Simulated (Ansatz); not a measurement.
Geometry optimisation, Ansatz 0.2.0, DFT PBEsol, scalar-relativistic, plane waves, PAW.

The input (input.yaml):

```yaml
crystal:
  lattice:
    - [-4.045936, -4.045936, 0.0]
    - [4.045936, -4.045936, 0.0]
    - [0.0, 0.0, 6.917652]
  atoms:
    - { symbol: La, position: [0.5, 0.5, 0.174701] }
    - { symbol: Gd, position: [0.0, 0.5, 0.832643], spin: 7.0 }
    - { symbol: Cl, position: [0.5, 0.5, 0.632127] }
    - { symbol: Cl, position: [0.0, 0.5, 0.371028] }
    - { symbol: O, position: [0.25, 0.75, 0.99405] }
    - { symbol: O, position: [0.25, 0.25, 0.99405] }
    - { symbol: La, position: [0.0, 0.0, 0.174701] }
    - { symbol: Gd, position: [0.5, 0.0, 0.832643], spin: 7.0 }
    - { symbol: Cl, position: [0.0, 0.0, 0.632127] }
    - { symbol: Cl, position: [0.5, 0.0, 0.371028] }
    - { symbol: O, position: [0.75, 0.25, 0.99405] }
    - { symbol: O, position: [0.75, 0.75, 0.99405] }
    - { symbol: Li, position: [0.33112988, 0.32935225, 0.40477264], spin: 1.0 }
magnetization:
  spin_polarized: true
basis:
  ecutwfc: 420.0
kpoints:
  mp_grid: { grid: [2, 2, 2] }
hamiltonian:
  xc: pbesol
scf:
  occupations: { method: fermi_dirac, width: 0.02 }
  lower_state_search: "off"
relax:
  f_tol: 0.03
  max_steps: 60
  adjacent_minimum: "off"
```

Launched with:

```bash
$ ansatz run input.yaml --threads 2 --pin off --max-ram 5120MiB --backend cpu --events-out ev --progress --plain --runs-dir out
```

Q: Where does it end, and by what steps?

A: The forces met the threshold. Limits of this set-up: coarse k mesh, a small cell, in which the defect meets its images, a typed lattice constant that wasn't relaxed here. After 7 steps the energy has fallen by 1.780 eV; Li13 moved furthest, 0.91 Å. Joined: Cl9–Li13 (3.10 → 2.22 Å).

```
step  energy less start (eV)  largest force component (eV/Å)  accepted
   0                  0.0000                           4.006       yes
   1                 -0.7266                           1.477       yes
   2                 -1.2114                           0.924       yes
   3                 -1.5034                           0.820       yes
   4                 -1.6950                           0.361       yes
   5                 -1.7760                           0.114       yes
   6                 -1.7792                           0.041       yes
   7                 -1.7795                           0.004       yes
```

```xyz
13
Lattice="-4.0459 -4.0459 0.0000 4.0459 -4.0459 0.0000 0.0000 0.0000 6.9177" Properties=species:S:1:pos:R:3
La -0.001 -4.101 1.098
Gd 2.042 -2.073 5.754
Cl -0.001 -4.143 4.305
Cl 2.012 -2.073 2.514
O 2.022 -4.096 6.821
O -0.001 -2.073 6.810
La -0.001 -0.045 1.098
Gd -2.043 -2.073 5.754
Cl -0.001 -0.002 4.305
Cl -2.013 -2.073 2.514
O -2.024 -4.096 6.821
O -0.001 -6.119 6.838
Li -0.001 -2.073 3.491
```

Whether the end is a true minimum wasn't checked by a vibrational analysis.

Run time: 81 s on 2 threads of Intel(R) Xeon(R) 6975P-C (Granite Rapids) (shared host), peak memory 0.79 GiB.
